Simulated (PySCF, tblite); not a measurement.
# C7H10Ge: geometry, infrared bands and NMR shifts

Wanted: the infrared bands and NMR shifts of C7H10Ge (`C=[C](C)[GeH]1[CH]=CC=[CH]1`), by calculation.

Programs: tblite 0.8.0 and PySCF 2.14.0, with density-fitted response routines of our own. Each step states its level of theory. These are calculated values for one molecule in the gas phase, unless marked as measured. Atoms are numbered from 0 throughout.

## 1. Starting geometry

18 atoms, charge 0, multiplicity 1; geometry from: force field or distance geometry start.

Bonds of the start (Å): C0–C1 1.34, C1–C2 1.51, C1–Ge3 1.89, Ge3–C4 1.92, C4–C5 1.30, C5–C6 1.41, C6–C7 1.31, C7–Ge3 1.95, C0–H8 1.08, C0–H9 1.10, C2–H10 1.10, C2–H11 1.12, C2–H12 1.10, Ge3–H13 1.54, C4–H14 1.09, C5–H15 1.12, C6–H16 1.13, C7–H17 1.06.

## 2. Relaxing the molecule with GFN2-xTB

The job: settings as JSON, then the geometry in Å.

```
{"job": {"kind": "relax", "xc": "GFN2-xTB", "basis": "xTB"}, "charge": 0, "multiplicity": 1}
C     -1.557300     1.469300    -0.242800
C     -1.421800     0.139900    -0.341300
C     -2.583000    -0.763400    -0.020100
Ge     0.216500    -0.660100    -0.839900
C      1.486800     0.590100    -1.546800
C      2.484300     0.636100    -0.714000
C      2.453500    -0.162500     0.447700
C      1.425200    -0.935700     0.671400
H     -0.674700     2.048400    -0.476400
H     -2.517500     1.915900     0.051600
H     -3.369400    -0.257500     0.559000
H     -2.273600    -1.674400     0.547500
H     -3.026000    -1.128800    -0.961500
H      0.084900    -1.925000    -1.701600
H      1.379000     1.153300    -2.472300
H      3.351700     1.316800    -0.925100
H      3.288700    -0.157500     1.206000
H      1.243900    -1.598600     1.482200
```

Started as:

```bash
$ OMP_NUM_THREADS=1 python probes_run.py task.json out
```

The driver reads the jobs from task.json and runs them one after another.

**Question.** This job is followed by: GFN2-xTB harmonic vibrations, gas phase; GIAO PBE0/pcSseg-1 NMR shielding, non-relativistic, gas phase. Predict these results of the whole session: strongest single infrared mode (GFN2-xTB); zero-point energy (GFN2-xTB); ¹³C shifts against TMS (PBE0/pcSseg-1, means over atoms taken as alike); ¹H shifts against TMS (PBE0/pcSseg-1, means over atoms taken as alike); ⁷³Ge shifts against GeMe4 (PBE0/pcSseg-1).

The runs gave:

| quantity | value |
| --- | --- |
| strongest single infrared mode (GFN2-xTB) | 1884 cm⁻¹, 459 km/mol |
| zero-point energy (GFN2-xTB) | 86.9 kcal/mol |
| ¹³C shifts against TMS (PBE0/pcSseg-1, means over atoms taken as alike) | 152.7, 151.3, 137.9, 132.2, 29.3 ppm |
| ¹H shifts against TMS (PBE0/pcSseg-1, means over atoms taken as alike) | 7.19, 6.48, 5.96, 5.52, 5.03, 2.24 ppm |
| ⁷³Ge shifts against GeMe4 (PBE0/pcSseg-1) | -84 ppm |

Relaxing lowered the energy by 0.431 eV in 68 steps; the close pair that moved most is C1–Ge3, from 1.890 to 1.978 Å. No mode is imaginary among the 48: a minimum at this level. The strongest single mode, at 1884 cm⁻¹, moves mainly H13. GFN2-xTB is a fitted tight-binding method: band positions and strengths are rough. Its intensities can rank the bands wrongly. Spin-orbit coupling is left out, which matters for shieldings and couplings at and beside the heavy atoms.
